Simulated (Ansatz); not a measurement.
# CaAl4O: the cost of one run

Computed with Ansatz 0.2.0 (DFT PBE, scalar-relativistic, plane waves, PAW, unless a step's input says otherwise).

### Step 1. The structure to begin with

It takes space group F-43m (No. 216, cubic). Conventional cell: a = 7.349 Å, b = 7.349 Å, c = 7.349 Å, α = 90.00°, β = 90.00°, γ = 90.00°. Around Ca (site symmetry -43m) lie 12 Al at 3.05 Å and 4 O at 3.18 Å. Al (site symmetry 3m) is surrounded by 6 Al at 2.57 to 2.63 Å and 3 O at 3.04 Å and 3 Ca at 3.05 Å. O (site symmetry -43m) is surrounded by 12 Al at 3.04 Å and 4 Ca at 3.18 Å.

Coordinates:

```xyz
6
Lattice="0.0000 3.6745 3.6745 3.6745 0.0000 3.6745 3.6745 3.6745 0.0000" Properties=species:S:1:pos:R:3 pbc="T T T"
Ca    0.0000    0.0000    0.0000
Al    2.7665    4.5825    4.5825
Al    2.7665    2.7665    2.7665
Al    4.5825    2.7665    4.5825
Al    4.5825    4.5825    2.7665
O     5.5117    5.5117    5.5117
```

Recipe of the guess: species swapped into a database cell of MgBe4Cu (F-43m, No. 216), with Ca on the Mg sites, Al on the Be sites and O on the Cu sites. Lengths come from tabulated atomic sizes and are only a guess.

### Step 2. The guess as it stands, on a coarse mesh

Contents of input.yaml:

```yaml
crystal:
  lattice:
    - [0.0, 3.67448081, 3.67448081]
    - [3.67448081, 0.0, 3.67448081]
    - [3.67448081, 3.67448081, 0.0]
  atoms:
    - { symbol: Ca, position: [0.0, 0.0, 0.0] }
    - { symbol: Al, position: [0.87065598, 0.37644801, 0.37644801] }
    - { symbol: Al, position: [0.37644801, 0.37644801, 0.37644801] }
    - { symbol: Al, position: [0.37644801, 0.87065598, 0.37644801] }
    - { symbol: Al, position: [0.37644801, 0.37644801, 0.87065598] }
    - { symbol: O, position: [0.75, 0.75, 0.75] }
basis:
  ecutwfc: 420
kpoints:
  mp_grid: { grid: [4, 4, 4] }
hamiltonian:
  xc: pbe
scf:
  occupations: { method: gaussian, width: 0.1 }
  lower_state_search: "off"
output:
  forces: true
  stress: true
  eigenvalues: true
```

Command:

```bash
ansatz run input.yaml --threads 1 --pin off --max-ram 2560MiB --backend cpu --events-out ev --progress --plain --runs-dir out
```

Q: Estimate wall time and peak memory on 1 thread of Intel Xeon at 2.50GHz (Skylake/Cascade Lake), shared host.

About 3.8 s, with a peak of 0.33 GiB.
